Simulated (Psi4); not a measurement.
**TPSSh/def2-SVP (core potential) run of CH6Sn (SMILES [H][Sn]([H])([H])[CH3])**

Aim: the vertical ionisation energy of CH6Sn at TPSSh/def2-SVP (core potential), from 2 runs. 

The calculation is run with Psi4 1.11.

3 further runs of the same task are left out: 3 set aside as unsound or not needed.

## (1) The system as given

CH6Sn has 8 atoms, charge 0, and is taken as a singlet. SMILES: `[H][Sn]([H])([H])[CH3]`. The shape comes from GFN2-xTB, which is rough for such elements, and wasn't checked as a minimum.

Bond lengths: Sn1–C2 2.146 Å, C2–H3 1.084 Å, C2–H4 1.084 Å, C2–H5 1.084 Å, Sn1–H6 1.658 Å, Sn1–H7 1.658 Å, Sn1–H8 1.658 Å. Some angles: Sn1–C2–H3 110.5°, Sn1–C2–H4 110.5°, Sn1–C2–H5 110.5°, C2–Sn1–H6 111.7°, C2–Sn1–H7 111.6°, C2–Sn1–H8 111.7°, H3–C2–H4 108.4°, H3–C2–H5 108.5°, H4–C2–H5 108.5°, H6–Sn1–H7 107.2°.

## (2) Energy and gradient at TPSSh/def2-SVP (core potential)

Contents of ch6sn.xyz:

```xyz
8
CH6Sn
Sn    -0.000920     0.003050    -0.985350
C      0.001870    -0.004250     1.160290
H     -1.011380     0.046020     1.542100
H      0.553080     0.847680     1.541410
H      0.465660    -0.908820     1.535730
H      1.538140    -0.016350    -1.601740
H     -0.754420     1.350160    -1.591220
H     -0.792040    -1.317480    -1.601220
```

Contents of ch6sn.py:

```python
import psi4

psi4.set_memory(1600000000)
psi4.set_num_threads(1)
psi4.set_output_file('ch6sn.out', False)

with open('ch6sn.xyz') as f:
    atoms = ''.join(f.readlines()[2:])
molecule = psi4.geometry('0 1\n' + atoms + 'symmetry c1\nno_reorient\nno_com')

options = {'basis': 'def2-SVP', 'puream': True, 'e_convergence': 1e-09, 'd_convergence': 1e-08, 'scf_type': 'pk', 'dft_radial_points': 99, 'dft_spherical_points': 590}
psi4.set_options(options)

e_tot = psi4.gradient("tpssh", molecule=molecule)
print('gradient / Eh bohr^-1')
print(e_tot.np.round(6))
```

On the command line:

```
$ python ch6sn.py
```

ch6sn.out:

```text
[...]
    !!!  WARNING: ECP capability is in beta. Please check occupations closely.  !!!
[...]
  Running in c1 symmetry.
[...]
  Nuclear repulsion =   81.073786860285239
[...]
  Multiplicity = 1
[...]
  Nalpha       = 17
  Nbeta        = 17
[...]
    Number of basis functions: 70
[...]
   @RKS iter   1:  -255.58814814051090   -1.23233e+00   1.04110e-02 ADIIS/DIIS
[...]
   @RKS iter  10:  -255.88254536936705   -1.73372e-12   1.25855e-09 DIIS
[...]
    Orbital Energies [Eh]
    ---------------------
    Doubly Occupied:
       1A    -10.123466     2A     -5.011150     3A     -3.364568
       4A     -3.364567     5A     -3.364038     6A     -0.973656
       7A     -0.973649     8A     -0.972203     9A     -0.968052
      10A     -0.968048    11A     -0.667079    12A     -0.488917
      13A     -0.391696    14A     -0.391456    15A     -0.304222
      16A     -0.304102    17A     -0.288043
[...]
  @RKS Final Energy:  -255.88254536936705
   => Energetics <=
    Nuclear Repulsion Energy =             81.0737868602852387
    One-Electron Energy =                -592.2351406474781470
    Two-Electron Energy =                 278.4901425705056113
    DFT Exchange-Correlation Energy =     -23.2113341526797257
    Empirical Dispersion Energy =           0.0000000000000000
    VV10 Nonlocal Energy =                  0.0000000000000000
    Total Energy =                       -255.8825453693670511
[...]
 Multipole Moments:
 ------------------------------------------------------------------------------------
     Multipole            Electronic (a.u.)      Nuclear  (a.u.)        Total (a.u.)
 ------------------------------------------------------------------------------------
 L = 1.  Multiply by 2.5417464519 to convert [e a0] to [Debye]
 Dipole X            :          0.0209942           -0.0188595            0.0021347
 Dipole Y            :         -0.0823526            0.0808992           -0.0014534
 Dipole Z            :         28.4812250          -28.1397228            0.3415023
 Magnitude           :                                                    0.3415120
[...]
  -Total Gradient:
     Atom            X                  Y                   Z
    ------   -----------------  -----------------  -----------------
       1        0.000107730633    -0.000022924530    -0.010680614032
       2        0.000064592012    -0.000240088533     0.004349542950
       3        0.010794405215    -0.000423299707    -0.002736788379
       4       -0.005931931574    -0.009056684223    -0.002822791305
       5       -0.005019545115     0.009748994456    -0.002870619426
       6       -0.017795994682     0.000249949779     0.004937477453
       7        0.008645539361    -0.015555426454     0.004852004588
       8        0.009134901611     0.015300100400     0.004973220852
[...]
```

Standard output:

```text
gradient / Eh bohr^-1
[[ 1.0800e-04 -2.3000e-05 -1.0681e-02]
 [ 6.5000e-05 -2.4000e-04  4.3500e-03]
 [ 1.0794e-02 -4.2300e-04 -2.7370e-03]
 [-5.9320e-03 -9.0570e-03 -2.8230e-03]
 [-5.0200e-03  9.7490e-03 -2.8710e-03]
 [-1.7796e-02  2.5000e-04  4.9370e-03]
 [ 8.6460e-03 -1.5555e-02  4.8520e-03]
 [ 9.1350e-03  1.5300e-02  4.9730e-03]]
```

Wall time 51 s (1 thread of Intel Xeon Platinum 8375C at 2.90GHz (Ice Lake), shared host); peak memory 0.94 GiB.

## (3) The doublet cation

Contents of ch6sn.py:

```python
import psi4

psi4.set_memory(1600000000)
psi4.set_num_threads(1)
psi4.core.set_output_file('output.dat', False)

mol = psi4.geometry("""
1 2
Sn    -0.00173855     0.00576366    -1.86204164
C      0.00353379    -0.00803134     2.19263033
H     -1.91123121     0.08696520     2.91414666
H      1.04516973     1.60188304     2.91284275
H      0.87996987    -1.71742090     2.90210910
H      2.90666334    -0.03089702    -3.02684992
H     -1.42564718     2.55143262    -3.00697000
H     -1.49673868    -2.48967637    -3.02586727
units au
symmetry c1
""")

psi4.set_options({
    'basis': 'def2-SVP',
    'reference': 'uks',
    'puream': True,
    'e_convergence': 1e-09,
    'd_convergence': 1e-08,
    'scf_type': 'pk',
    'dft_radial_points': 99,
    'dft_spherical_points': 590,
    'maxiter': 200,
})

energy_value, wavefunction = psi4.gradient("TPSSH", molecule=mol, return_wfn=True)
psi4.oeprop(wavefunction, "QUADRUPOLE", "LOWDIN_CHARGES", "DIPOLE", title="TPSSH")
print('gradient / Eh bohr^-1')
print(energy_value.np.round(6))
print(f'energy = {wavefunction.energy():.10f} Eh')
```

On the command line:

```
$ python ch6sn.py
```

output.dat, cut to the lines that bear on the results:

```text
[...]
    !!!  WARNING: ECP capability is in beta. Please check occupations closely.  !!!
[...]
  Running in c1 symmetry.
[...]
  Nuclear repulsion =   81.073786840696641
[...]
  Multiplicity = 2
[...]
  Nalpha       = 17
  Nbeta        = 16
[...]
    Number of basis functions: 70
[...]
   @UKS iter   1:  -255.18881159990912   -8.33759e-01   1.01487e-02 DIIS/ADIIS
[...]
   @UKS iter  19:  -255.49270529875571   -8.24230e-13   5.23421e-09 DIIS
[...]
   @S^2 Observed:                7.537502328E-01
[...]
  @UKS Final Energy:  -255.49270529875571
   => Energetics <=
    Nuclear Repulsion Energy =             81.0737868406966413
    One-Electron Energy =                -583.4460382011070578
    Two-Electron Energy =                 269.8270355111004051
    DFT Exchange-Correlation Energy =     -22.9474894494456869
    Empirical Dispersion Energy =           0.0000000000000000
    VV10 Nonlocal Energy =                  0.0000000000000000
    Total Energy =                       -255.4927052987557090
[...]
  -Total Gradient:
     Atom            X                  Y                   Z
    ------   -----------------  -----------------  -----------------
       1       -0.000521510719    -0.000044834524     0.062685957056
       2        0.000453704734    -0.000134731986    -0.081370632058
       3        0.020800394827    -0.000991377450     0.013817880234
       4       -0.011366728217    -0.017668866940     0.013987712675
       5       -0.009614317661     0.018819276134     0.014094084504
       6       -0.022074844561     0.000367208971    -0.007572969665
       7        0.010902770546    -0.019656876461    -0.007929501811
       8        0.011420555826     0.019311355373    -0.007708223853
[...]
 Multipole Moments:
 ------------------------------------------------------------------------------------
     Multipole            Electronic (a.u.)      Nuclear  (a.u.)        Total (a.u.)
[...]
```

Standard output:

```text
gradient / Eh bohr^-1
[[-5.2200e-04 -4.5000e-05  6.2686e-02]
 [ 4.5400e-04 -1.3500e-04 -8.1371e-02]
 [ 2.0800e-02 -9.9100e-04  1.3818e-02]
 [-1.1367e-02 -1.7669e-02  1.3988e-02]
 [-9.6140e-03  1.8819e-02  1.4094e-02]
 [-2.2075e-02  3.6700e-04 -7.5730e-03]
 [ 1.0903e-02 -1.9657e-02 -7.9300e-03]
 [ 1.1421e-02  1.9311e-02 -7.7080e-03]]
energy = -255.4927052988 Eh
```

It took 2.1 min on 1 thread of Intel Xeon Platinum 8375C at 2.90GHz (Ice Lake), shared host; peak memory 0.94 GiB.

## (4) Summary of results

Level: TPSSh/def2-SVP (core potential).

| quantity | value |
| --- | --- |
| singlet CH6Sn: total energy | -255.88255 Eh |
| singlet CH6Sn: dipole moment | 0.87 D |
| singlet CH6Sn: HOMO energy | -7.84 eV |
| singlet CH6Sn: LUMO energy | 0.48 eV |
| singlet CH6Sn: HOMO–LUMO gap | 8.32 eV |
| singlet CH6Sn: largest force on an atom | 0.951 eV/Å |
| doublet cation: total energy | -255.49271 Eh |
| doublet cation: HOMO energy (highest over α and β) | -14.15 eV |
| doublet cation: LUMO energy (lowest over α and β) | -13.33 eV |
| doublet cation: ⟨S²⟩ | 0.754 |
| doublet cation: largest force on an atom | 4.184 eV/Å |
| vertical ionisation energy (to the doublet cation) | 10.608 eV |

What this shows: The vertical ionisation energy comes to 10.61 eV (1024 kJ/mol). The largest force (singlet CH6Sn) is 0.95 eV/Å: the shape isn't a stationary point for this species at this level. −ε(HOMO) before ionisation, 7.84 eV, is 2.77 eV below this ionisation energy.
